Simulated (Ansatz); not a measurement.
# CH4AlFO: the cost of one run

All numbers are computed with Ansatz 0.2.0, driven from Python. Level of theory: Hartree-Fock/cc-pVDZ.

**1. The system**

Bond lengths: C1–O2 1.417 Å, O2–Al3 1.846 Å, Al3–F4 1.767 Å, C1–H5 1.052 Å, C1–H6 1.114 Å, C1–H7 1.158 Å, Al3–H8 1.628 Å. Angles: C1–O2–Al3 107.9°, O2–C1–H5 114.6°, O2–C1–H6 111.0°, O2–C1–H7 106.0°, H5–C1–H6 114.2°, H5–C1–H7 106.9°, H6–C1–H7 103.0°, O2–Al3–F4 121.8°, O2–Al3–H8 118.6°, F4–Al3–H8 119.2°.

The script holds or builds the structure itself.

**2. Script**

Contents of ch4alfo.py:

```python
"""Vibrations of CH4AlFO."""

from dataclasses import dataclass

import ansatz as az
from ase import Atoms
import numpy as np


@dataclass(frozen=True)
class Options:
    basis_set: str = "cc-pVDZ"
    xc: str = "hf"


settings = Options()

atoms = Atoms(["C", "O", "Al", "F", "H", "H", "H", "H"], positions=[
    (0.2702, 1.1324, 0.0087),
    (-0.8509, 0.3635, 0.409),
    (-0.4599, -1.414, 0.0987),
    (-0.7571, -2.1734, -1.4686),
    (1.1448, 0.9534, 0.5655),
    (0.4129, 1.0842, -1.0955),
    (-0.0213, 2.2394, 0.1864),
    (0.3535, -2.2427, 1.2401),
])
system = az.Crystal.molecule_from_ase(atoms)

base = system.calculation().basis(gaussian=settings.basis_set).functional(settings.xc).accuracy("medium")
symbols = [site.symbol for site in system.cartesian_sites]
start = np.array([site.position_ang for site in system.cartesian_sites], dtype=float)
def progress(event):
    if event["event"] == "relax_step":
        row = event["data"]
        print(f"step {row['step']:3d}  E = {row['lagrangian_ev']:.6f} eV  max force {row['allowed_force_max_ev_ang']:.4f} eV/A")


data = base.relax(force_tolerance=0.003, max_steps=100).session().plan().execute(on_event=progress).report
end = np.array(data["positions_ang"])

print("bond        before    after (A)")
for i, j in [(0, 1), (0, 4), (0, 5), (0, 6), (1, 2), (2, 3), (2, 7)]:
    d0, d1 = (np.linalg.norm(xyz[i] - xyz[j]) for xyz in (start, end))
    print(f"{symbols[i]}{i}-{symbols[j]}{j}".ljust(10), f"{d0:8.4f} {d1:8.4f}")

# same settings at the minimum
minimum = az.Crystal.molecule()
for symbol, xyz in zip(symbols, end):
    minimum = minimum.atom(symbol, xyz.tolist())
vibrating = (
    minimum.calculation()
    .basis(gaussian=settings.basis_set)
    .functional(settings.xc)
    .accuracy("medium")
    .phonons(temperatures=(100, 500, 100))
)
vib = vibrating.run(threads=1, pin="off").report["vibrations"]
sums = vib["harmonic_sums"]
modes = [m["omega_inv_cm"] for m in sums["modes_at_gamma"] if m["rigid_motion"] == "no"]
for number, w in enumerate(modes, start=1):
    print(f"mode {number:2d} {w:9.1f} 1/cm {w / 8065.544 * 1000:8.2f} meV")
print("imaginary modes:", sum(w < 0 for w in modes), " zero-point energy:", round(sums["zero_point_energy_ev"], 4), "eV")
print("T (K)   F_vib (eV)   S_vib (meV/K)   C_vib (meV/K)")
for row in zip(sums["temperatures_k"], sums["vibrational_free_energy_ev"], vib["entropy_ev_per_k"], vib["heat_capacity_ev_per_k"]):
    print(f"{row[0]:6.1f} {row[1]:11.4f} {1000 * row[2]:13.4f} {1000 * row[3]:15.4f}")

# all hydrogen replaced by deuterium
heavier = vibrating.phonons(masses={"H": 2.014102}).run(threads=1, pin="off").report["vibrations"]["harmonic_sums"]
print("deuterated (1/cm):", " ".join(f"{m['omega_inv_cm']:.0f}" for m in heavier["modes_at_gamma"] if m["rigid_motion"] == "no"))
print("zero-point energy falls by", round(sums["zero_point_energy_ev"] - heavier["zero_point_energy_ev"], 4), "eV")
```

**3. The calls as engine input**

The package turns the script's settings into the engine's input (first run):

```yaml
crystal:
  periodic: [false, false, false]
  atoms:
    - { symbol: C, position_ang: [0.2702, 1.1324, 0.0087] }
    - { symbol: O, position_ang: [-0.8509, 0.3635, 0.409] }
    - { symbol: Al, position_ang: [-0.4599, -1.414, 0.0987] }
    - { symbol: F, position_ang: [-0.7571, -2.1734, -1.4686] }
    - { symbol: H, position_ang: [1.1448, 0.9534, 0.5655] }
    - { symbol: H, position_ang: [0.4129, 1.0842, -1.0955] }
    - { symbol: H, position_ang: [-0.0213, 2.2394, 0.1864] }
    - { symbol: H, position_ang: [0.3535, -2.2427, 1.2401] }
accuracy: medium
basis:
  gaussian:
    orbitals: cc-pVDZ
hamiltonian:
  xc: hf
relax:
  f_tol: 0.003
  max_steps: 100
```

**4. The run**

On the command line:

```
python ch4alfo.py
```

Q: Estimate wall time and peak memory on 1 thread of Arm Neoverse V2, shared host.

About 2.4 min, with a peak of 0.22 GiB.
